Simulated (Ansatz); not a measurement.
# HfB (Fm-3m) in Ansatz: reference runs

Aim: a first look at HfB with PBE, on the cell as given.

All numbers are computed with Ansatz 0.2.0; they aren't measurements. Logs are shortened: lines on timing, memory, paths and dates and some standing lists are left out, and cuts for length are marked.

## (1) The structure

Symmetry: Fm-3m, No. 225, cubic system. The conventional cell has a = 4.620 Å, b = 4.620 Å, c = 4.620 Å, α = 90.00°, β = 90.00°, γ = 90.00°. Hf (site symmetry m-3m) has 6 B at 2.31 Å as nearest neighbours. B (site symmetry m-3m) is surrounded by 6 Hf at 2.31 Å.

## (2) Single point, PBE

input.yaml

```yaml
crystal:
  lattice:
    - [0.0, 2.31, 2.31]
    - [2.31, 0.0, 2.31]
    - [2.31, 2.31, 0.0]
  atoms:
    - { symbol: Hf, position: [0.5, 0.5, 0.5] }
    - { symbol: B, position: [0.0, 0.0, 0.0] }
kpoints:
  mp_grid: { grid: [10, 10, 10] }
scf:
  occupations: { method: fermi_dirac, width: 0.05 }
hamiltonian:
  xc: pbe
  pseudopotentials: { kind: all_electron, lapw: { basis_error: 0.001 } }
output:
  forces: true
  stress: true
  eigenvalues: true
  populations: true
```

Potentials or basis: all-electron LAPW, scalar-relativistic.

Run with:

```sh
> ansatz run input.yaml --threads 1 --pin off --max-ram 2560MiB --backend cpu --events-out ev --progress --plain --runs-dir out
```

Output:

```text
Warning: RAYON_NUM_THREADS=1 ignored (pool sized by the plan → 1); use --threads N
Hf: projections on atomic orbitals take those of the free atom 1s2 2s2 2p6 3s2 3p6 3d10 4s2 4p6 4d10 4f14 5s2 5p6 5d2 6s2, of charge +0.00 (hamiltonian.pseudopotentials.projection_atoms)
B: projections on atomic orbitals take those of the free atom 1s2 2s2 2p1, of charge +0.00 (hamiltonian.pseudopotentials.projection_atoms)
LAPW: plane waves up to 8.604 Å⁻¹, error target 1.0e-3 eV per atom; small_component_spin mean_spin; B in spheres of 0.903 Å, 5 of its electrons in bands, Dirac shells []; Hf in spheres of 1.407 Å, 42 of its electrons in bands, Dirac shells [] (how accurate: hamiltonian.pseudopotentials.lapw.basis_error, Limitations)
Engine: ansatz 0.2.0, aarch64-unknown-linux-gnu
Pseudopotentials: kind: all_electron
Pseudopotential: Hf, LAPW, valence charge 42, lapw/all_electron/scalar/gaussian/Hf, Koelling and Harmon's equation, gaussian nucleus
Pseudopotential: B, LAPW, valence charge 5, lapw/all_electron/scalar/gaussian/B, Koelling and Harmon's equation, gaussian nucleus
Functional definition: PBE
  parameter kappa = 0.804
  parameter beta = 0.06672455060314922
  exchange = pbe_x(kappa = kappa, mu = beta*pi^2/3)
  correlation = pbe_c(beta = beta)
Crystal: 2 atoms, lattice volume = 24.653 Å³
Basis set: ecut = 282.03079809148903 eV, 283 PW (Γ), exchange–correlation at level 2
Bands: 29, of which v1, the nominal top of the filled ones, is band 24 counted from 1 (23 counted from 0)
Symmetry: 48 space group operations
Space group: Fm-3m (ITA 225), of the structure as read, at distance tolerance 2.9e-5 Å
k-points: 47 of 1000
Non-local potential: Hf, projectors of the file, none
Non-local potential: B, projectors of the file, none
Initial density: superposition of atomic densities (chi_scale 0.1, normalization cell, long waves kept (reshape's long-wave potential 0.00 eV rms))
Initial wavefunctions: plane waves of lowest kinetic energy (no species holds an atomic orbital)
Functional: x = pbe(κ = 0.804, μ = 0.2195149727645171), c = pbe(β = 0.06672455060314922)
iter 1 solved again at ethr=4.60e-3 eV; its pass at ethr=1.00e-1 eV (dr2=2.16e0 eV) is discarded
SCF iter   1: F=—  HF=-410927.887205 eV  |F-HF|=—  |Δ(HF+E_count)|=         —  Δρ=7.91e-2  dr2=2.16e0  ethr=4.60e-3  ⟨swp⟩=2.0  Hψ=8271  notcnv=0
preconditioner: auto → none  [insulator: Δε(μ)=0.198 eV  Ē_g=18.064 eV  σ=0.050 eV  W_gap=0.73  n_scr=14 (ndim 8)  ℏωp=38.9 eV  f_vac=0.000  D(μ)=0.65/eV (n_scr^D=0)  ε∞_Penn≈5.6]
iter 2 solved again at ethr=2.09e-4 eV; its pass at ethr=4.60e-3 eV (dr2=9.81e-2 eV) is discarded
SCF iter   2: F=—  HF=-410927.111671 eV  |F-HF|=—  |Δ(HF+E_count)|=   7.76e-1  Δρ=1.90e-2  dr2=9.81e-2  ethr=2.09e-4  ⟨swp⟩=2.0  Hψ=7018  notcnv=0
SCF iter   3: F=—  HF=-410926.967610 eV  |F-HF|=—  |Δ(HF+E_count)|=   1.44e-1  Δρ=6.20e-3  dr2=5.10e-3  ethr=2.09e-4  ⟨swp⟩=2.9  Hψ=4293  notcnv=0
SCF iter   4: F=—  HF=-410926.962980 eV  |F-HF|=—  |Δ(HF+E_count)|=         —  Δρ=3.72e-3  dr2=1.46e-3  ethr=1.09e-5  ⟨swp⟩=2.0  Hψ=3918  notcnv=0
the basis was enlarged: its passes take 665.4 KiB over the memory plan, 1 of 1 planned eigensolver slots
SCF iter   5: F=—  HF=-410926.963776 eV  |F-HF|=—  |Δ(HF+E_count)|=   7.96e-4  Δρ=4.27e-4  dr2=2.84e-5  ethr=3.10e-6  ⟨swp⟩=2.0  Hψ=3918  notcnv=0
SCF iter   6: F=—  HF=-410926.963792 eV  |F-HF|=—  |Δ(HF+E_count)|=   1.57e-5  Δρ=4.72e-5  dr2=1.99e-7  ethr=6.05e-8  ⟨swp⟩=2.8  Hψ=3986  notcnv=0
SCF iter   7: F=-410926.963792 eV  HF=-410926.963792 eV  |F-HF|=5.53e-9  |Δ(HF+E_count)|=   3.68e-7  Δρ=7.36e-6  dr2=1.19e-8  ethr=4.23e-10  ⟨swp⟩=2.7  Hψ=3970  notcnv=0
SCF 1 converged in 7 iterations: F = -410926.963792 eV  dr2 = 1.19e-8
SCF converged after 7 iterations
Free energy (F): -410926.963792 eV
Harris-Foulkes:  -410926.963792 eV  (|F-HF|=5.53e-9)
Internal energy: -410926.952898 eV  (E = F + TS)
E sigma→0 (E₀):  -410926.958345 eV
Entropy (-TS):   -0.010894 eV (-5.447 meV/atom)
Fermi energy:    20.030919 eV
--- Per-component energies (eV) ---
  E_band       = -4071.406105
  E_kinetic    = 457166.107651
  E_xc         = -8529.133500
  E_electrostatic = -859563.927049  (all electrons and nuclei)
  E_smearing   = -0.010894  (= −TS)
  E_closure    = 0.000000  (closes the sum)
  E_atoms      = -410912.408092  (free atoms, spherical and without spin; not in F)
  Σ components = -410926.963792   (vs F -410926.963792, Δ=0.00e0)
  Basis errors (estimates in eV, not in F): energy 4.2e-4 per atom: plane waves 3.8e-4 (2.1e-4 summed), levels above the bands 2.3e-104, relativity 3.5e-8, radial functions 4.7e-5, core shells 4.6e-8; eigenvalues (radial functions only) 4.6e-6; not estimated: angular momenta, meshes, grids; target (lapw.basis_error) 1.0e-3; muffin-tin radii B 0.903 Å, Hf 1.407 Å
--- Forces (eV/Å), atoms counted from 1 ---
  atom   1  Hf    -0.00000000    -0.00000000    -0.00000000
  atom   2  B     -0.00000000     0.00000000    -0.00000000
  max |Σ_I F_I| component: 3.29e-31 eV/Å
--- Stress (GPa, compression-positive) ---
       29.605037      -0.000000      -0.000000
       -0.000000      29.605037       0.000000
       -0.000000       0.000000      29.605037
  P = ⅓ Tr σ = 29.6050 GPa (296.050 kbar)
--- Band table (eV; the first three rows and the last of 47) ---
  k-point 0: bands = ["-351.3934", "-351.3934", "-351.3934", "-179.2571", "-179.2571", "-179.2571", "-179.2413", "-179.2413", "-151.3711", "-39.8355", "-8.3349", "-8.3349", "-8.3349", "10.1830", "10.1831", "10.1831", "10.1831", "10.2745", "10.2745", "10.2745", "10.4727", "22.2134", "22.2134", "22.2134", "24.0755", "24.0755", "24.0755", "24.2295", "24.2295"]
  k-point 1: bands = ["-351.3934", "-351.3934", "-351.3934", "-179.2571", "-179.2571", "-179.2571", "-179.2413", "-179.2413", "-151.3711", "-39.8312", "-8.4087", "-8.3423", "-8.3423", "10.1784", "10.1875", "10.1891", "10.1891", "10.2684", "10.2684", "10.2748", "10.7629", "21.3322", "21.8741", "21.8741", "22.9652", "22.9652", "24.5111", "26.2511", "26.2511"]
  k-point 2: bands = ["-351.3934", "-351.3934", "-351.3934", "-179.2571", "-179.2571", "-179.2571", "-179.2413", "-179.2413", "-151.3711", "-39.8199", "-8.5972", "-8.3618", "-8.3618", "10.1712", "10.1999", "10.2048", "10.2048", "10.2535", "10.2535", "10.2754", "11.5688", "19.8262", "20.5899", "20.5899", "23.5353", "23.5353", "25.0033", "28.6198", "28.6198"]
  k-point 46: bands = ["-351.3934", "-351.3934", "-351.3934", "-179.2571", "-179.2571", "-179.2571", "-179.2413", "-179.2413", "-151.3711", "-39.7749", "-8.8593", "-8.7349", "-8.5978", "10.2114", "10.2167", "10.2168", "10.2267", "10.2413", "10.2420", "10.2481", "14.2479", "18.6865", "18.7870", "19.0674", "24.6591", "26.4177", "27.9226", "27.9918", "31.0853"]
--- Löwdin populations: 2 sites ---
  site symbol       q [e]
     0     Hf     71.4515
     1      B      5.5287
  spilling = 0.000257 (of n_electrons = 77.000000)
```

populations.tsv:

```text
# site	symbol	l	j	q
# orbitals = lowdin
# n_electrons = 77.000000
# spilling = 0.000257
# projection_atom_Hf: 1s2 2s2 2p6 3s2 3p6 3d10 4s2 4p6 4d10 4f14 5s2 5p6 5d2 6s2
# projection_atom_B: 1s2 2s2 2p1
0	Hf	0_1S	-	1.999999
0	Hf	0_2S	-	1.999965
0	Hf	0_3S	-	1.999549
0	Hf	0_4S	-	1.995344
0	Hf	0_5S	-	1.923743
0	Hf	0_6S	-	0.443558
0	Hf	1_2P	-	6.000000
0	Hf	1_3P	-	5.999997
0	Hf	1_4P	-	5.999775
0	Hf	1_5P	-	5.961646
0	Hf	2_3D	-	10.000000
0	Hf	2_4D	-	9.999865
0	Hf	2_5D	-	3.139729
0	Hf	3_4F	-	13.988370
1	B	0_1S	-	1.988053
1	B	0_2S	-	1.048479
1	B	1_2P	-	2.492168
```

It took 18 s on 1 thread of Arm Neoverse N1, shared host; peak memory 0.3 GiB.

What came out:

| Property | Result |
| --- | --- |
| Free energy | -410926.9638 eV |
| Pressure | 29.6 GPa |
| Band gap on the k mesh | none (metal or under the smearing width) |
| Loewdin charges | Hf +0.55; B -0.53 e |

Levels at points of the mesh, in eV from the Fermi level:
| k point | band 21 | band 22 | band 23 | band 24 | band 25 | band 26 | band 27 | band 28 |
| --- | --- | --- | --- | --- | --- | --- | --- | --- |
| (0.00, 0.00, 0.00) | -9.56 | 2.18 | 2.18 | 2.18 | 4.04 | 4.04 | 4.04 | 4.20 |
| (0.00, 0.00, -0.50) | -5.01 | -4.01 | -1.38 | -1.38 | 6.51 | 6.51 | 7.56 | 8.52 |
| (0.00, -0.50, -0.50) | -6.74 | -1.11 | -0.92 | 2.43 | 2.43 | 6.22 | 7.88 | 7.88 |

Caveat: a pressure of tens of GPa on the cell as given is suspect, and the run, the potentials or the cell itself is likely at fault.
